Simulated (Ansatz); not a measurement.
**C₂H₉AlSi₂: one species, many methods**

One table from this session's results is given with a row withheld; the runs are named, their logs left out.

Program: Ansatz 0.2.0, Gaussian basis. Level of theory: functionals in def2-TZVPP, the program's frozen cores in correlated methods. These are calculated values, not measurements.

Levels to be run: LDA (SPW92), PBE-D4, revPBE-D4, BLYP-D4, r2SCAN-D4, B97M-V, PBE0-D4, B3LYP-D4, r2SCANh-D4, r2SCAN0-D4, HSE06-D4, BHLYP-D4, CAM-B3LYP-D4, LC-ωPBE, ωB97X-V, ωB97M-V, B2PLYP, PBE-QIDH; CCSD(T)/def2-SVP; CCSD(T)/def2-TZVPP; MP2/def2-QZVPP; extrapolation to the limit; RPA on PBE.

### Structure used throughout

The geometry comes from an earlier relaxation with PBE0-D4 in a triple-zeta def2 set; it is a stationary point, not always the lowest conformer.

14 atoms, charge 0, spin multiplicity 1.

Atoms are counted from 1 here; the program's logs count them from 0.

Bond lengths: Si1–Si2 2.327 Å, Si1–H6 1.488 Å, Si1–H7 1.489 Å, Si1–H8 1.487 Å, Si2–C3 1.884 Å, Si2–Al5 2.426 Å, Si2–H10 1.486 Å, C3–C4 1.357 Å, C3–Al5 2.343 Å, C3–H11 1.092 Å, C4–H12 1.086 Å, C4–H13 1.085 Å, Al5–H9 1.585 Å, Al5–H14 1.583 Å. Angles: Si2–Si1–H6 108.0°, Si2–Si1–H7 112.5°, Si2–Si1–H8 110.5°, H6–Si1–H7 108.6°, H6–Si1–H8 108.7°, H7–Si1–H8 108.6°, Si1–Si2–C3 111.2°, Si1–Si2–Al5 117.3°, Si1–Si2–H10 115.0°, C3–Si2–Al5 64.4°, C3–Si2–H10 108.0°, Al5–Si2–H10 125.8°, Si2–C3–C4 126.6°, Si2–C3–Al5 69.1°, Si2–C3–H11 115.2°, C4–C3–Al5 81.5°, C4–C3–H11 115.8°, Al5–C3–H11 107.5° and more.

The first run:

File in.yaml:

```yaml
crystal:
  periodic: [false, false, false]
  atoms:
    - {symbol: Si, position_ang: [-2.024722, -0.307765, -1.283284]}
    - {symbol: Si, position_ang: [-0.558486, -1.055417, 0.362161]}
    - {symbol: C, position_ang: [0.264622, 0.388128, 1.250156]}
    - {symbol: C, position_ang: [0.882411, 1.447992, 0.669823]}
    - {symbol: Al, position_ang: [1.815845, -0.785893, -0.054898]}
    - {symbol: H, position_ang: [-1.348944, 0.780921, -2.040050]}
    - {symbol: H, position_ang: [-3.293488, 0.225086, -0.715511]}
    - {symbol: H, position_ang: [-2.353841, -1.409094, -2.226445]}
    - {symbol: H, position_ang: [2.125572, -0.130692, -1.464414]}
    - {symbol: H, position_ang: [-1.165645, -1.940474, 1.389704]}
    - {symbol: H, position_ang: [0.514727, 0.208183, 2.297544]}
    - {symbol: H, position_ang: [0.687178, 1.734435, -0.359145]}
    - {symbol: H, position_ang: [1.527213, 2.110602, 1.238504]}
    - {symbol: H, position_ang: [2.914559, -1.295213, 0.964651]}
basis:
  gaussian: {orbitals: def2-TZVPP}
hamiltonian: {xc: lda}
output: {orbitals: {seedname: orbitals}}
```

Among the steps run: LDA; PBE-D4 (GGA); revPBE-D4 (GGA); BLYP-D4 (GGA); r2SCAN-D4 (meta-GGA); B97M-V (meta-GGA); PBE0-D4 (hybrid); B3LYP-D4 (hybrid); r2SCANh-D4 (hybrid); r2SCAN0-D4 (hybrid); HSE06-D4 (hybrid); BHLYP-D4 (hybrid); CAM-B3LYP-D4 (range-separated); LC-ωPBE (range-separated); ωB97X-V (range-separated); ωB97M-V (range-separated); B2PLYP (double hybrid); PBE-QIDH (double hybrid).

One table of the session follows, with a row left open; its other results are not shown here.

It belongs to the step «Frontier levels by functional». 

| functional | HOMO (eV) | LUMO (eV) | gap (eV) |
| --- | --- | --- | --- |
| LDA (SPW92) | -5.85 | -2.47 | 3.38 |
| PBE-D4 | -5.73 | -2.29 | 3.45 |
| revPBE-D4 | -5.68 | -2.21 | 3.47 |
| BLYP-D4 | -5.56 | -2.10 | 3.45 |
| r2SCAN-D4 | -5.91 | -2.15 | 3.76 |
| B97M-V | -5.98 | -2.18 | 3.80 |
| PBE0-D4 | -6.62 | -1.41 | 5.21 |
| B3LYP-D4 | ? | ? | ? |
| r2SCANh-D4 | -6.24 | -1.83 | 4.42 |
| r2SCAN0-D4 | -6.74 | -1.34 | 5.40 |
| HSE06-D4 | -6.24 | -1.79 | 4.45 |
| BHLYP-D4 | -7.37 | -0.36 | 7.01 |
| CAM-B3LYP-D4 | -7.74 | -0.29 | 7.45 |
| LC-ωPBE | -8.95 | 0.71 | 9.66 |
| ωB97X-V | -8.67 | 0.67 | 9.34 |
| ωB97M-V | -8.49 | 0.53 | 9.01 |

Estimate the missing values for B3LYP-D4.

Worked estimate for «HOMO (eV)». Against the share of exact exchange, BLYP-D4 (0, -5.56), BHLYP-D4 (0.5, -7.37) give a slope of -3.62 per unit share; at 0.2 the line stands at -6.28.

As computed: HOMO (eV): -6.43; LUMO (eV): -1.57; gap (eV): 4.86. In «HOMO (eV)» the line misses by +0.15.
